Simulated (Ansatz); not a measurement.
# SnSe: the cost of one run

Program: Ansatz 0.2.0. PAW datasets, plane waves. (Simulation; spin polarisation is off.)

### Step 1. The structure to begin with

The unstrained cell was relaxed with r2SCAN; in each strained cell the atoms were relaxed again with r2SCAN. Names of k-points are those of the unstrained zone, where strain can split equivalent points. First state: -1.0 % biaxial strain in x and y, free along z.

Space group Pnma (No. 62), orthorhombic; a = 11.622 Å, b = 4.088 Å, c = 4.749 Å in the conventional setting, 28.21 Å³ an atom. Sn has 3 Se at 2.76 Å; Se has 3 Sn at 2.76 Å.

Structure file:

```
CELL_PARAMETERS angstrom
11.62187 0.00000 0.00000
0.00000 4.08818 0.00000
0.00000 0.00000 4.74941
ATOMIC_POSITIONS crystal
Sn 0.61929 0.75000 0.37328
Sn 0.88071 0.25000 0.87328
Sn 0.38071 0.25000 0.62672
Sn 0.11929 0.75000 0.12672
Se 0.14787 0.25000 0.51082
Se 0.64787 0.25000 0.98918
Se 0.35213 0.75000 0.01082
Se 0.85213 0.75000 0.48918
```

From earlier runs on the unstrained cell: PBE 0.75 eV, r2SCAN 1.04 eV, HSE06 1.20 eV; a = 11.739 Å, b = 4.129 Å, c = 4.688 Å.

### Step 2. -1.0 % biaxial strain in x and y, free along z: PBE

Contents of input.yaml:

```yaml
crystal:
  lattice:
    - [11.6218653487, 0.0, 0.0]
    - [0.0, 4.0881790884, 0.0]
    - [0.0, 0.0, 4.7494050109]
  atoms:
    - { symbol: Sn, position: [0.6192902571, 0.75, 0.3732801857] }
    - { symbol: Sn, position: [0.8807097429, 0.25, 0.8732801857] }
    - { symbol: Sn, position: [0.3807097429, 0.25, 0.6267198143] }
    - { symbol: Sn, position: [0.1192902571, 0.75, 0.1267198143] }
    - { symbol: Se, position: [0.1478683915, 0.25, 0.510824834] }
    - { symbol: Se, position: [0.6478683915, 0.25, 0.989175166] }
    - { symbol: Se, position: [0.3521316085, 0.75, 0.010824834] }
    - { symbol: Se, position: [0.8521316085, 0.75, 0.489175166] }
kpoints:
  mp_grid: { grid: [2, 6, 6] }
  band_path:
    path:
      - [0.0, 0.0, 0.0]
      - [0.5, 0.0, 0.0]
      - [0.5, 0.5, 0.0]
      - [0.0, 0.5, 0.0]
      - [0.0, 0.0, 0.5]
      - [0.5, 0.0, 0.5]
      - [0.5, 0.5, 0.5]
      - [0.0, 0.5, 0.5]
      - [0.0, 0.3333333333, 0.0]
      - [0.0, 0.0, 0.3125]
      - [0.0, 0.338542, 0.0]
    npoints: 1
hamiltonian:
  xc: pbe
scf:
  occupations: { method: fermi_dirac, width: 0.02 }
  n_extra_bands: 6
output:
  forces: true
  stress: true
  eigenvalues: true
```

Run with:

```
> ansatz run input.yaml --threads 2 --pin off --max-ram 29491MiB --backend cpu --events-out ev --progress --plain --runs-dir out
```

What time and memory should one allow on 2 threads of AMD EPYC 7R13 (Zen 3), shared host?

About 11 s, with a peak of 0.86 GiB.
